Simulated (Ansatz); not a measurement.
## SnO₂, space group I4_1/amd: band-curvature effective masses by finite differences, step by step

Program: the Python package of Ansatz (0.2.0).

Interactive session:
```pycon
>>> import ansatz as az
>>> import numpy as np
>>> config = {
...     "k_density": 3.5,
...     "beta": 0.7,
...     "tolerance": 1e-06,
...     "extra_bands": 4,
...     "occupations": "fixed",
... }
>>> cell = (
...     az.Lattice.of((-2.000069, 2.000069, 5.123679), (2.000069, -2.000069, 5.123679), (2.000069, 2.000069, -5.123679))
...     .atom("Sn", (0.75, 0.25, 0.5))
...     .atom("Sn", (0.0, 0.0, 0.0))
...     .atom("O", (0.796523, 0.796523, 0.0))
...     .atom("O", (0.953477, 0.453477, 0.5))
...     .atom("O", (0.203477, 0.203477, 0.0))
...     .atom("O", (0.546523, 0.046523, 0.5))
... )
>>> base = (
...     cell.calculation()
...     .functional(az.Functional.PBESOL)
...     .pseudopotentials("nc")
...     .accuracy("low")
...     .kpoints(density=config["k_density"])
...     .mixing("broyden", beta=config["beta"])
...     .scf(tolerance=config["tolerance"], extra_bands=config["extra_bands"])
...     .occupations(config["occupations"])
... )
>>> # find the band extrema among the mesh points first
>>> done = base.band_table().run()
DeckWarning: basis.ecutwfc = 1142.878222 eV, auto-derived from the records' recommended cutoffs: set by O (normal level)
>>> r = done.report
>>> r["n_electrons"]
52.0
>>> r["n_iterations"], r["closed_by"]
(8, 'deck_thresholds')
>>> levels = np.array(r["eigenvalues_ev"])
>>> filled = round(r["n_electrons"] / 2)
>>> edges = {"top filled band": (filled - 1, levels[:, filled - 1].argmax()), "lowest empty band": (filled, levels[:, filled].argmin())}
>>> gap = levels[:, filled].min() - levels[:, filled - 1].max()
>>> print(f"gap on the mesh {gap:.3f} eV")
gap on the mesh 1.559 eV
>>> if gap <= 0.05:
...     print("no gap: band-edge masses have no meaning here")
...     edges = {}
...
>>> reciprocal = 2 * np.pi * np.linalg.inv(done.lattice.cell_ang).T
>>> step = 0.006  # 1/A
>>> # second differences give the curvature tensor; masses are hbar^2/m_e = 7.61996 eV A^2 over its eigenvalues
>>> pairs = [(0, 1), (0, 2), (1, 2)]
>>> moves = [sign * axis for axis in np.eye(3) for sign in (-1, 1)]
>>> moves += [s1 * np.eye(3)[i] + s2 * np.eye(3)[j] for i, j in pairs for s1 in (1, -1) for s2 in (1, -1)]
>>> for name, (band, index) in edges.items():
...     together = int(np.sum(np.abs(levels[index] - levels[index, band]) < 2e-3))
...     print(name, "at k =", np.round(r["kpoints_frac"][index], 4), f"E = {levels[index, band]:.4f} eV, degeneracy {together}")
...     centre = np.array(r["kpoints_frac"][index]) @ reciprocal
...     points = [centre] + [centre + step * move for move in moves]
...     table = base.band_structure(points, intervals=1, cartesian=True).run().band_structure().channels[0].eigenvalues_ev
...     if together > 1:
...         level = np.flatnonzero(np.abs(levels[index] - levels[index, band]) < 2e-3)
...         along = (table[1, level] + table[2, level] - 2 * table[0, level]) / step ** 2
...         print("  degenerate level, no single mass tensor; masses of its branches along x:", np.round(7.61996 / along, 3), "m_e")
...         continue
...     e = table[:, band]
...     hessian = np.diag((e[1:7:2] + e[2:7:2] - 2 * e[0]) / step ** 2)
...     for (i, j), (pp, pm, mp, mm) in zip(pairs, e[7:].reshape(3, 4)):
...         hessian[i, j] = hessian[j, i] = (pp - pm - mp + mm) / (4 * step ** 2)
...     curvatures, axes = np.linalg.eigh(hessian)
...     slope = (e[2:7:2] - e[1:7:2]) / (2 * step)
...     print("  slope (eV A):", np.round(slope, 3) + 0.0, "" if np.abs(slope).max() < 0.05 else "- no extremum here, so these are local curvatures and no band-edge masses")
...     for curvature, axis in zip(curvatures, axes.T):
...         print(f"  principal mass {7.61996 / curvature:8.3f} m_e along", np.round(axis, 2) + 0.0)
...
top filled band at k = [0.25 0.25 0.25] E = 7.0974 eV, degeneracy 2
  degenerate level, no single mass tensor; masses of its branches along x: [-0.163  0.186] m_e
lowest empty band at k = [0. 0. 0.] E = 8.6569 eV, degeneracy 1
  slope (eV A): [0. 0. 0.]
  principal mass    0.227 m_e along [0.92 0.38 0.  ]
  principal mass    0.227 m_e along [ 0.38 -0.92  0.  ]
  principal mass    0.205 m_e along [0. 0. 1.]
```

Caveats:
- These settings explore the input space; cutoff and mesh may be short of convergence.
- Semilocal gaps usually lie well under measured ones.
- The structure comes from a database of computed cells and needn't be a stable or known phase.
- Gaps and levels are Kohn-Sham values on a finite set of k-points, without spin-orbit coupling.
- Warnings are shown shortened and without file and line.
- The masses are finite-difference curvatures at extrema found on a coarse mesh, which needn't be the true band edges; a step that is long against the gap makes them too heavy. At a valence maximum the curvature is negative (the hole mass is its size); mixed signs mark a saddle. Spin-orbit coupling is left out, and light masses scale with the Kohn-Sham gap.
- It ran for 2.4 min on 1 thread of Arm Neoverse V2, on a shared host, peak memory 0.76 GiB.
